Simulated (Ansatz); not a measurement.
**CH4AlNS: vertical ionisation energy**

How much energy removes an electron from CH4AlNS at fixed geometry? The cation is run at each level and the neutral's energy taken from earlier runs.

Computed with Ansatz 0.2.0, Gaussian basis. Level: unrestricted cation, the program's frozen cores in correlated methods.

Plan: UKS PBE-D4/def2-TZVPP; UKS r2SCAN-D4/def2-TZVPP; UKS PBE0-D4/def2-TZVPP; UKS B3LYP-D4/def2-TZVPP; UKS wB97X-V/def2-TZVPP; UKS wB97M-V/def2-TZVPP; UKS B2PLYP/def2-TZVPP; UHF-CCSD(T)/def2-TZVPP; UHF-MP2/def2-QZVPP; extrapolation to the limit; then −ε(HOMO) from the neutral's earlier runs with LDA (SPW92), PBE-D4, revPBE-D4, BLYP-D4, r2SCAN-D4, B97M-V, PBE0-D4, B3LYP-D4, r2SCANh-D4, r2SCAN0-D4, HSE06-D4, BHLYP-D4, CAM-B3LYP-D4, LC-ωPBE, ωB97X-V, ωB97M-V.

## Step 1: The relaxed structure

The geometry comes from an earlier relaxation with PBE0-D4 in a triple-zeta def2 set; it is a stationary point, not always the lowest conformer.

SMILES `C1[NH][AlH][S]1`, 8 atoms, charge 0, spin multiplicity 1.

Atoms are counted from 1 here; the program's logs count them from 0.

Bond lengths: C1–N2 1.452 Å, C1–S4 1.854 Å, C1–H5 1.095 Å, C1–H6 1.095 Å, N2–Al3 1.765 Å, N2–H7 1.005 Å, Al3–S4 2.174 Å, Al3–H8 1.573 Å. Angles: N2–C1–S4 104.8°, N2–C1–H5 113.4°, N2–C1–H6 113.4°, S4–C1–H5 107.8°, S4–C1–H6 107.8°, H5–C1–H6 109.2°, C1–N2–Al3 98.1°, C1–N2–H7 116.9°, Al3–N2–H7 145.0°, N2–Al3–S4 83.1°, N2–Al3–H8 136.7°, S4–Al3–H8 140.2°, C1–S4–Al3 74.0°.

## Step 2: Cation, UKS PBE-D4/def2-TZVPP

in.yaml reads:

```yaml
crystal:
  periodic: [false, false, false]
  atoms:
    - {symbol: C, position_ang: [-0.383955, 0.821905, -0.401474]}
    - {symbol: N, position_ang: [0.729221, 0.248037, 0.333689]}
    - {symbol: Al, position_ang: [0.161955, -1.422750, 0.377389]}
    - {symbol: S, position_ang: [-1.523219, -0.603991, -0.724755]}
    - {symbol: H, position_ang: [-0.095074, 1.244771, -1.368836]}
    - {symbol: H, position_ang: [-0.941203, 1.572350, 0.168052]}
    - {symbol: H, position_ang: [1.466305, 0.874530, 0.606017]}
    - {symbol: H, position_ang: [0.678172, -2.791852, 0.954016]}
basis:
  gaussian: {orbitals: def2-TZVPP}
total_charge: 1
magnetization: {spin_polarized: true, initial_magnetization: 1}
hamiltonian: {xc: pbe, dispersion: d4}
```

The runs that follow: Cation, UKS r2SCAN-D4/def2-TZVPP; Cation, UKS PBE0-D4/def2-TZVPP; Cation, UKS B3LYP-D4/def2-TZVPP; Cation, UKS wB97X-V/def2-TZVPP; Cation, UKS wB97M-V/def2-TZVPP; Cation, UKS B2PLYP (frozen core)/def2-TZVPP; Cation, UHF-CCSD(T)/def2-TZVPP; Cation, UHF-MP2/def2-QZVPP.

Before running them: what should the planned runs give, taken together? Wanted: ionisation energy, CCSD(T)/CBS; nearest functional by difference; nearest −ε(HOMO); −ε(HOMO) of PBE; T1 of the cation.

As calculated:

```
                        quantity               value
  ionisation energy, CCSD(T)/CBS             9.35 eV
nearest functional by difference  ωB97X-V (-0.25 eV)
                nearest −ε(HOMO)  ωB97X-V (-0.15 eV)
                 −ε(HOMO) of PBE             5.66 eV
                T1 of the cation               0.046
```

Energy differences with functionals land within 0.57 eV of the reference. −ε(HOMO) of PBE misses by 3.7 eV, since self-interaction lifts the level. Among orbital estimates ωB97X-V comes nearest. Hartree-Fock falls 1.49 eV short, as the neutral has more correlation energy than the cation. The cation's T1 (from the report) is 0.046, above the customary mark of 0.045 for open shells, so the coupled-cluster value is less safe.
